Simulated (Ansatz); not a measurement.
# BN: the cost of one run

Program: Ansatz 0.2.0. Level of theory: DFT LDA, all-electron LAPW, scalar-relativistic unless said. These are calculated values, not measurements.

The COD entry's cell or inner coordinates are ideal or old and differ from later refinements, so a difference from it is no clean test against experiment.

## Step 1: The structure to begin with

The structure is hexagonal, space group P6_3/mmc (No. 194). Conventional cell: a = 2.489 Å, b = 2.489 Å, c = 6.494 Å, α = 90.00°, β = 90.00°, γ = 120.00°. B (site symmetry -6m2) has 3 N at 1.44 Å as nearest neighbours. N (site symmetry -6m2) has 3 B at 1.44 Å as nearest neighbours.

Structure file:

```cif
data_structure
_symmetry_space_group_name_H-M 'P 1'
_symmetry_Int_Tables_number 1
_cell_length_a 2.4889
_cell_length_b 2.4889
_cell_length_c 6.4943
_cell_angle_alpha 90.000
_cell_angle_beta 90.000
_cell_angle_gamma 120.000
_cell_volume 34.84
loop_
_atom_site_label
_atom_site_type_symbol
_atom_site_fract_x
_atom_site_fract_y
_atom_site_fract_z
_atom_site_occupancy
B1 B 0.33333 0.66667 0.25000 1
B2 B 0.66667 0.33333 0.75000 1
N1 N 0.33333 0.66667 0.75000 1
N2 N 0.66667 0.33333 0.25000 1
```

Cartesian axes are those of the input's lattice vectors. The structure goes back to a database entry.

## Step 2: Reference run, fine mesh, LAPW

Contents of input.yaml:

```yaml
crystal:
  lattice:
    - [2.48894072409, 0.0, 0.0]
    - [-1.24447036205, 2.15548589558, 0.0]
    - [0.0, 0.0, 6.49431976963]
  atoms:
    - { symbol: B, position: [0.333333333333, 0.666666666667, 0.25] }
    - { symbol: B, position: [0.666666666667, 0.333333333333, 0.75] }
    - { symbol: "N", position: [0.333333333333, 0.666666666667, 0.75] }
    - { symbol: "N", position: [0.666666666667, 0.333333333333, 0.25] }
kpoints:
  mp_grid: { grid: [10, 10, 4] }
scf:
  occupations: { method: fixed }
hamiltonian:
  xc: lda
  pseudopotentials: { kind: all_electron, lapw: { basis_error: 0.001 } }
output:
  forces: true
  stress: true
  eigenvalues: true
  eigenstates:
    nscf_kmesh: { grid: [16, 16, 6] }
    de_dk: true
    e_range: [-9, 14.0629062867]
  optics:
    e_range: [0, 20]
    de: 0.2
    sigma: 0.1
    bands: { spectra_wanted_up_to: 20 }
    nscf_kmesh: { grid: [16, 16, 6] }
checkpoint:
  write: ck
  write_wavefunctions: false
```

Command:

```console
$ ansatz run input.yaml --threads 2 --pin off --max-ram 6144MiB --backend cpu --events-out ev --progress --plain --runs-dir out
```

What time and memory should one allow on 2 threads of Arm Neoverse V1, shared host?

About 56 s, with a peak of 0.49 GiB.
